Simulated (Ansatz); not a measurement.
# Y3NbO: the cost of one run

Method: DFT PBE, scalar-relativistic, plane waves, PAW, in Ansatz 0.2.0.

1 further run of the same task is left out (set aside as unsound or not needed).

### 1 The system as given

The structure is hexagonal, space group P-62m (No. 189). The conventional cell has a = 5.032 Å, b = 5.032 Å, c = 5.210 Å, α = 90.00°, β = 90.00°, γ = 120.00°. Y (site symmetry m2m) has 2 Nb at 2.35 to 2.68 Å and 4 Y at 2.53 Å as nearest neighbours. Nb (site symmetry -62m) is surrounded by 6 Y at 2.35 to 2.68 Å and 2 O at 2.61 Å. Around O (site symmetry -62m) lie 2 Nb at 2.61 Å.

As a file:

```
CELL_PARAMETERS angstrom
5.03236 0.00000 0.00000
-2.51618 4.35816 0.00000
0.00000 0.00000 5.21031
ATOMIC_POSITIONS crystal
Y 0.46718 0.00000 0.50000
Y 0.00000 0.46718 0.50000
Y 0.53282 0.53282 0.50000
Nb 0.00000 0.00000 0.50000
O 0.00000 0.00000 0.00000
```

A structure generator made this guess: random cell by space group and Wyckoff sites (P-62m, No. 189). Lengths come from tabulated atomic sizes and are only a guess.

### 2 Probe: one point on a coarse mesh

Input file input.yaml:

```yaml
crystal:
  lattice:
    - [5.03236411, 0.0, 0.0]
    - [-2.51618205, 4.35815516, 0.0]
    - [0.0, 0.0, 5.21031114]
  atoms:
    - { symbol: "Y", position: [0.46717885, 0.0, 0.5] }
    - { symbol: "Y", position: [0.0, 0.46717885, 0.5] }
    - { symbol: "Y", position: [0.53282115, 0.53282115, 0.5] }
    - { symbol: Nb, position: [0.0, 0.0, 0.5] }
    - { symbol: O, position: [0.0, 0.0, 0.0] }
basis:
  ecutwfc: 420
kpoints:
  mp_grid: { grid: [6, 6, 4] }
hamiltonian:
  xc: pbe
scf:
  occupations: { method: gaussian, width: 0.1 }
  lower_state_search: "off"
output:
  forces: true
  stress: true
  eigenvalues: true
```

The run is started by

```sh
> ansatz run input.yaml --threads 1 --pin off --max-ram 2560MiB --backend cpu --events-out ev --progress --plain --runs-dir out
```

**Question.** How long does this run take on 1 thread of Arm Neoverse V2, shared host, and how much memory does it need?

About 7 s, with a peak of 0.35 GiB.
